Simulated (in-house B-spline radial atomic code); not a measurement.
**Tl³⁺: excited configurations**

Wanted: excitation energies of Tl³⁺ as differences of total energies (ΔSCF).

Method: scalar-relativistic (spin-free one-electron X2C) BP86, spin-polarised, spherical fractional occupations, Fermi nucleus, basis-set limit. Code: in-house B-spline radial atomic code version 1.

**1. Starting point**

| Item | Value |
| --- | --- |
| element | thallium (Z = 81) |
| charge | +3 |
| electrons | 78 |
| configuration | [Xe] 4f14 5d10 |
| Hamiltonian | scalar-relativistic (X2C) |
| nucleus | Fermi, rms radius 5.476 fm |

Outer shells as boxes (Hund's rule):

[Xe] 4f14 5d10
```
[Xe] core
4f [↑↓][↑↓][↑↓][↑↓][↑↓][↑↓][↑↓]
5d [↑↓][↑↓][↑↓][↑↓][↑↓]
```

Where spins are not typed, each open shell is filled with up spins first.

**2. The base configuration**

Input settings:

```ini
Z = 81
electrons = 78.0
configuration = [Xe] 4f14 5d10
hamiltonian = x2c
method = b88,p86
spin_polarised = True
nucleus = fermi
rms_radius = 5.4759
mass_number = 205
atomic_mass = 204.974427318
speed_of_light = 137.035999084
```

**3. [Kr] 4d9 4f14 5s2 5p6 5d10 6f1**

The settings differ from step 2 so:

```diff
@@ -2,3 +2,3 @@
 electrons = 78.0
-configuration = [Xe] 4f14 5d10
+configuration = [Kr] 4d9 4f14 5s2 5p6 5d10 6f1
 hamiltonian = x2c
```

**4. Configuration [Xe] 4f14 5d9 6f1**

The settings differ from step 3 so:

```diff
@@ -2,3 +2,3 @@
 electrons = 78.0
-configuration = [Kr] 4d9 4f14 5s2 5p6 5d10 6f1
+configuration = [Xe] 4f14 5d9 6f1
 hamiltonian = x2c
```

**5. Configuration [Xe] 4f13 5d10 6s1**

The settings differ from step 4 so:

```diff
@@ -2,3 +2,3 @@
 electrons = 78.0
-configuration = [Xe] 4f14 5d9 6f1
+configuration = [Xe] 4f13 5d10 6s1
 hamiltonian = x2c
```

**6. Run with [Kr] 4d10 4f14 5s2 5p5 5d10 5f1**

The settings differ from step 5 so:

```diff
@@ -2,3 +2,3 @@
 electrons = 78.0
-configuration = [Xe] 4f13 5d10 6s1
+configuration = [Kr] 4d10 4f14 5s2 5p5 5d10 5f1
 hamiltonian = x2c
```

**7. Configuration [Xe] 4f14 5d9 6p1**

The settings differ from step 6 so:

```diff
@@ -2,3 +2,3 @@
 electrons = 78.0
-configuration = [Kr] 4d10 4f14 5s2 5p5 5d10 5f1
+configuration = [Xe] 4f14 5d9 6p1
 hamiltonian = x2c
```

**Question.** How far above the reference does each configuration lie (order and size, in eV)?

As calculated:

| net move | configuration | 2|M_S|+1 | energy above the reference (eV) | largest <r> (bohr) |
| --- | --- | --- | --- | --- |
| 5d → 6p | [Xe] 4f14 5d9 6p1 | 3 | 20.518 | 2.58 |
| 5d → 6f | [Xe] 4f14 5d9 6f1 | 3 | 41.176 | 6.43 |
| 5p → 5f | [Kr] 4d10 4f14 5s2 5p5 5d10 5f1 | 3 | 99.070 | 3.53 |
| 4f → 6s | [Xe] 4f13 5d10 6s1 | 3 | 115.48 | 2.11 |
| 4d → 6f | [Kr] 4d9 4f14 5s2 5p6 5d10 6f1 | 3 | 408.05 | 6.40 |

**Reading.** The energies run from 20.518 eV (5d → 6p) to 408.05 eV (4d → 6f). 3 of them lie more than 60 % above minus the reference's highest level (44.356 eV), in the range where a state can decay by emitting an electron. The reference has 2|M_S|+1 = 1; 5 of the configurations differ from it in spin. These are spherical averages at the typed spins, not spectroscopic levels.
